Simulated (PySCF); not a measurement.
# C7H10N2: NMR shifts at several levels of theory

Aim: compute the NMR shifts of C7H10N2 (`CN(C)c1ccncc1`) at several levels, and see how far they spread and what each costs.

The runs use PySCF 2.14.0, with density-fitted response routines of our own; the level of theory stands in each step. All values are computed, except where a source is named. Atoms count from 0, in the outputs and in this text.

## Step 1: Starting geometry

19 atoms, charge 0, multiplicity 1; geometry from: GFN2-xTB.

Bonds of the start (Å): C0–N1 1.44, N1–C2 1.44, N1–C3 1.36, C3–C4 1.40, C4–C5 1.38, C5–N6 1.33, N6–C7 1.32, C7–C8 1.38, C8–C3 1.41, C0–H9 1.10, C0–H10 1.09, C0–H11 1.09, C2–H12 1.10, C2–H13 1.09, C2–H14 1.09, C4–H15 1.08, C5–H16 1.08, C7–H17 1.08, C8–H18 1.08.

## Step 2: Relaxing the molecule at PBE0-D3(BJ)/def2-SVP

Job settings and geometry (Å):

```
{"job": {"xc": "PBE0", "basis": "def2-SVP", "d3": "d3bj", "grid": 1, "kind": "geom"}, "charge": 0, "multiplicity": 1}
C     -2.225210    -1.395250     0.395770
N     -1.587030    -0.249980    -0.207720
C     -2.401770     0.748080    -0.852520
C     -0.249400    -0.043490    -0.040070
C      0.398670     1.093050    -0.551520
C      1.757860     1.237830    -0.365480
N      2.523740     0.366980     0.277090
C      1.917700    -0.702580     0.764630
C      0.567760    -0.959610     0.643960
H     -2.126210    -1.382930     1.486610
H     -1.792490    -2.325250     0.016580
H     -3.284220    -1.392400     0.150140
H     -2.380030     1.698230    -0.307880
H     -2.060220     0.924780    -1.876260
H     -3.432240     0.404500    -0.896390
H     -0.141790     1.856360    -1.085480
H      2.270170     2.108900    -0.754700
H      2.559220    -1.399960     1.288890
H      0.164240    -1.858740     1.078220
```

Standard output:

```text
step   0  E = -381.54790084  max force = 0.009789
step   1  E = -381.54916794  max force = 0.004757
step   2  E = -381.54883349  max force = 0.004219
step   3  E = -381.54946278  max force = 0.001005
step   4  E = -381.54945343  max force = 0.001719
step   5  E = -381.54948447  max force = 0.000500
step   6  E = -381.54948865  max force = 0.000422
optimisation converged
```

It took 59 s on 8 threads of Intel Xeon Platinum 8259CL at 2.50GHz (Skylake/Cascade Lake), shared host.

The steps of the relaxation: (the energy doesn't fall at every step)

| step | energy from step 0 (eV) | largest force component (eV/Å) |
| --- | --- | --- |
| 0 | 0.0000 | 0.5034 |
| 1 | -0.0345 | 0.2446 |
| 2 | -0.0254 | 0.2169 |
| 3 | -0.0425 | 0.0517 |
| 4 | -0.0422 | 0.0884 |
| 5 | -0.0431 | 0.0257 |
| 6 | -0.0432 | 0.0217 |

Distances of close pairs at the start and the end, largest changes first:

| bond | before (Å) | after (Å) | change (Å) |
| --- | --- | --- | --- |
| C5–H16 | 1.083 | 1.097 | +0.014 |
| C7–H17 | 1.083 | 1.097 | +0.014 |
| C8–H18 | 1.077 | 1.090 | +0.013 |
| C4–H15 | 1.077 | 1.090 | +0.013 |
| C0–H9 | 1.095 | 1.106 | +0.010 |
| C2–H12 | 1.095 | 1.106 | +0.010 |
| C0–H10 | 1.094 | 1.104 | +0.010 |
| C2–H13 | 1.094 | 1.104 | +0.010 |

The end geometry stands in the next job.

| at the end point | value |
| --- | --- |
| point group (found at 0.08 Å tolerance) | Cs |
| rotational constants (GHz, main isotopes) | 3.617, 1.230, 0.929 |
| dipole moment (D) | 4.66 |

## Step 3: Shielding tensors: PBE0/pcSseg-2

Job settings and geometry (Å):

```
{"job": {"kind": "nmr", "xc": "PBE0", "basis": "pcSseg-2", "pop": false}, "charge": 0, "multiplicity": 1}
C     -2.223976    -1.396288     0.398000
N     -1.596023    -0.247378    -0.200660
C     -2.397748     0.755007    -0.853024
C     -0.253194    -0.045993    -0.041793
C      0.400438     1.095225    -0.557011
C      1.769187     1.237931    -0.367842
N      2.543084     0.368595     0.279077
C      1.926779    -0.705170     0.769263
C      0.567469    -0.965214     0.648585
H     -2.133650    -1.399747     1.499985
H     -1.792242    -2.340634     0.023449
H     -3.291822    -1.397948     0.147713
H     -2.384373     1.720946    -0.315174
H     -2.058454     0.942319    -1.886580
H     -3.438307     0.411977    -0.903191
H     -0.143912     1.867339    -1.099809
H      2.268995     2.126813    -0.772268
H      2.557142    -1.424979     1.305906
H      0.159356    -1.874280     1.089244
```

With the program's defaults for keys left out, this is: GIAO PBE0/pcSseg-2 NMR shielding, non-relativistic, gas phase.

Standard output:

```text
coarse grid: 15928 points
cycle   1  E = -381.8812423876  dE =  1.408e+00  |g| = 4.287e-01  |ddm| = 3.112e+00
cycle   2  E = -381.8510093342  dE =  3.023e-02  |g| = 5.759e-01  |ddm| = 1.982e+00
cycle   3  E = -381.9273478948  dE = -7.634e-02  |g| = 1.389e-01  |ddm| = 1.356e+00
cycle   4  E = -381.9311851967  dE = -3.837e-03  |g| = 5.519e-02  |ddm| = 1.433e-01
cycle   5  E = -381.9319448821  dE = -7.597e-04  |g| = 1.327e-02  |ddm| = 6.726e-02
cycle   6  E = -381.9319844849  dE = -3.960e-05  |g| = 4.884e-03  |ddm| = 1.340e-02
cycle   7  E = -381.9319899002  dE = -5.415e-06  |g| = 7.706e-04  |ddm| = 3.561e-03
final grid: 154160 points
cycle   8  E = -381.9392822185  dE = -1.590e-04  |g| = 8.873e-03  |ddm| = 1.026e-01
cycle   9  E = -381.9392791008  dE =  3.118e-06  |g| = 9.667e-03  |ddm| = 2.363e-02
cycle  10  E = -381.9393020997  dE = -2.300e-05  |g| = 1.296e-03  |ddm| = 1.269e-02
cycle  11  E = -381.9393023862  dE = -2.865e-07  |g| = 5.805e-04  |ddm| = 1.365e-03
cycle  12  E = -381.9393024547  dE = -6.856e-08  |g| = 1.117e-04  |ddm| = 5.522e-04
cycle  13  E = -381.9393024563  dE = -1.592e-09  |g| = 7.748e-05  |ddm| = 1.785e-04
cycle  14  E = -381.9393024578  dE = -1.501e-09  |g| = 8.877e-06  |ddm| = 7.877e-05
cycle  15  E = -381.9393024578  dE = -1.671e-11  |g| = 3.826e-06  |ddm| = 1.161e-05
converged SCF energy = -381.9393024578

GIAO shielding tensors (ppm)
atom      isotropic    diamagn.    paramagn.     s11        s22        s33       span
  0 C      142.182     242.131     -99.949    116.466    129.300    180.782     64.316
  1 N      193.305     325.902    -132.597    137.190    184.275    258.450    121.260
  2 C      142.151     242.145     -99.994    116.390    129.313    180.749     64.360
  3 C       23.349     256.686    -233.337    -54.923    -23.098    148.068    202.991
  4 C       71.287     260.848    -189.561    -27.227     71.757    169.330    196.557
  5 C       23.539     252.040    -228.501    -90.198     22.610    138.207    228.405
  6 N      -59.142     322.621    -381.763   -321.835   -154.213    298.621    620.456
  7 C       23.535     252.027    -228.491    -90.193     22.585    138.214    228.407
  8 C       71.305     260.851    -189.546    -27.201     71.782    169.335    196.536
  9 H       28.226      30.188      -1.963     24.681     25.457     34.538      9.858
 10 H       28.063      30.320      -2.257     24.197     25.676     34.316     10.119
 11 H       28.546      28.360       0.185     23.562     28.299     33.776     10.214
 12 H       28.231      30.195      -1.964     24.694     25.457     34.543      9.848
 13 H       28.056      30.332      -2.276     24.178     25.685     34.306     10.128
 14 H       28.547      28.366       0.181     23.567     28.299     33.776     10.209
 15 H       24.776      35.695     -10.918     20.952     22.767     30.610      9.657
 16 H       22.697      30.459      -7.762     18.670     22.020     27.401      8.731
 17 H       22.697      30.452      -7.756     18.669     22.020     27.401      8.732
 18 H       24.778      35.684     -10.906     20.959     22.770     30.605      9.646
```

Run time: 1.8 min. Hardware: 8 threads of Intel Xeon Platinum 8259CL at 2.50GHz (Skylake/Cascade Lake), shared host.

The references, computed at this level on geometries of the same kind, shield at (ppm): 1H TMS 31.25, 13C TMS 184.1, 15N NH3 261.7. Their shielding less the atom's gives the shift. The references are single molecules in the gas phase, so shifts against H2O, NH3, PH3, H3PO4 or CFCl3 are not on the usual liquid scales and can be off by tens of ppm. Atoms listed in one row are averaged.

| atoms | environment | σ (ppm) | δ (ppm) |
| --- | --- | --- | --- |
| C3 | aromatic carbon bearing nitrogen | 23.3 | 160.8 |
| C5, C7 | aromatic CH next to a ring nitrogen | 23.5 | 160.6 |
| C4, C8 | aromatic CH | 71.3 | 112.8 |
| C0, C2 | methyl carbon bonded to N | 142.2 | 42.0 |
| H16, H17 | hydrogen on an aromatic CH next to a ring nitrogen | 22.70 | 8.55 |
| H15, H18 | hydrogen on an aromatic CH | 24.78 | 6.47 |
| H9, H10, H11, H12, H13, H14 | hydrogen on a methyl carbon bonded to N | 28.28 | 2.97 |
| N6 | pyridine-type ring nitrogen | -59.1 | 320.8 |
| N1 | aniline-type nitrogen | 193.3 | 68.4 |

Ring of atoms C3, C4, C5, N6, C7, C8: NICS(0) -6.9, NICS(1) -8.9, NICS(1)zz -24.8 ppm (means of both faces).

## Step 4: Nuclear shieldings: PBE/pcSseg-2

Same as in step 3 but for these lines:

```diff
@@ -1,2 +1,2 @@
-{"job": {"kind": "nmr", "xc": "PBE0", "basis": "pcSseg-2", "pop": false}, "charge": 0, "multiplicity": 1}
+{"job": {"kind": "nmr", "xc": "PBE", "basis": "pcSseg-2", "pop": false}, "charge": 0, "multiplicity": 1}
 C     -2.223976    -1.396288     0.398000
```

With the program's defaults for keys left out, this is: GIAO PBE/pcSseg-2 NMR shielding, non-relativistic, gas phase.

Standard output:

```text
coarse grid: 15928 points
cycle   1  E = -381.7979504141  dE =  1.090e+00  |g| = 6.038e-01  |ddm| = 3.116e+00
cycle   2  E = -381.6292351488  dE =  1.687e-01  |g| = 1.003e+00  |ddm| = 4.378e+00
cycle   3  E = -381.8771937604  dE = -2.480e-01  |g| = 2.984e-01  |ddm| = 3.696e+00
cycle   4  E = -381.8962913817  dE = -1.910e-02  |g| = 9.565e-02  |ddm| = 3.821e-01
cycle   5  E = -381.8984690685  dE = -2.178e-03  |g| = 3.570e-02  |ddm| = 1.324e-01
cycle   6  E = -381.8987695188  dE = -3.005e-04  |g| = 1.368e-02  |ddm| = 3.160e-02
cycle   7  E = -381.8988116019  dE = -4.208e-05  |g| = 2.390e-03  |ddm| = 1.052e-02
cycle   8  E = -381.8988126158  dE = -1.014e-06  |g| = 9.116e-04  |ddm| = 2.295e-03
final grid: 154160 points
cycle   9  E = -381.9129756159  dE = -2.425e-04  |g| = 1.480e-02  |ddm| = 1.477e-01
cycle  10  E = -381.9129145277  dE =  6.109e-05  |g| = 2.104e-02  |ddm| = 5.104e-02
cycle  11  E = -381.9130308908  dE = -1.164e-04  |g| = 2.330e-03  |ddm| = 3.407e-02
cycle  12  E = -381.9130316622  dE = -7.715e-07  |g| = 1.335e-03  |ddm| = 4.598e-03
cycle  13  E = -381.9130320296  dE = -3.673e-07  |g| = 4.353e-04  |ddm| = 2.051e-03
cycle  14  E = -381.9130320768  dE = -4.722e-08  |g| = 1.443e-04  |ddm| = 5.017e-04
cycle  15  E = -381.9130320819  dE = -5.140e-09  |g| = 2.414e-05  |ddm| = 1.131e-04
cycle  16  E = -381.9130320820  dE = -1.014e-10  |g| = 1.203e-05  |ddm| = 2.636e-05
converged SCF energy = -381.9130320820

GIAO shielding tensors (ppm)
atom      isotropic    diamagn.    paramagn.     s11        s22        s33       span
  0 C      136.816     242.143    -105.327    110.850    122.493    177.106     66.256
  1 N      181.951     322.988    -141.037    128.265    173.845    243.744    115.480
  2 C      136.783     242.158    -105.375    110.765    122.511    177.073     66.307
  3 C       23.407     257.625    -234.218    -48.029    -23.217    141.466    189.496
  4 C       67.573     261.429    -193.856    -28.557     68.353    162.924    191.481
  5 C       21.977     251.414    -229.437    -85.787     22.167    129.552    215.338
  6 N      -58.104     325.573    -383.677   -315.093   -149.694    290.474    605.567
  7 C       21.973     251.401    -229.427    -85.783     22.144    129.559    215.342
  8 C       67.593     261.431    -193.839    -28.531     68.382    162.928    191.459
  9 H       28.100      30.072      -1.972     24.667     25.366     34.268      9.601
 10 H       27.928      30.186      -2.258     24.197     25.556     34.031      9.834
 11 H       28.454      28.856      -0.402     23.743     28.243     33.377      9.634
 12 H       28.107      30.080      -1.973     24.681     25.366     34.273      9.592
 13 H       27.920      30.197      -2.277     24.176     25.564     34.020      9.844
 14 H       28.456      28.861      -0.405     23.748     28.244     33.377      9.629
 15 H       24.793      35.644     -10.852     21.388     22.533     30.457      9.069
 16 H       22.702      30.475      -7.773     18.772     22.000     27.335      8.563
 17 H       22.702      30.469      -7.767     18.770     22.001     27.335      8.564
 18 H       24.794      35.633     -10.839     21.395     22.536     30.453      9.058
```

Wall time 84 s (8 threads of Intel Xeon Platinum 8259CL at 2.50GHz (Skylake/Cascade Lake), shared host).

Key values: δ C5 157.4, C3 156.0, C4 111.8, C0 42.6, H16 8.48, H15 6.38 ppm (means over like atoms).

(Part 1 of 2 ends here.)
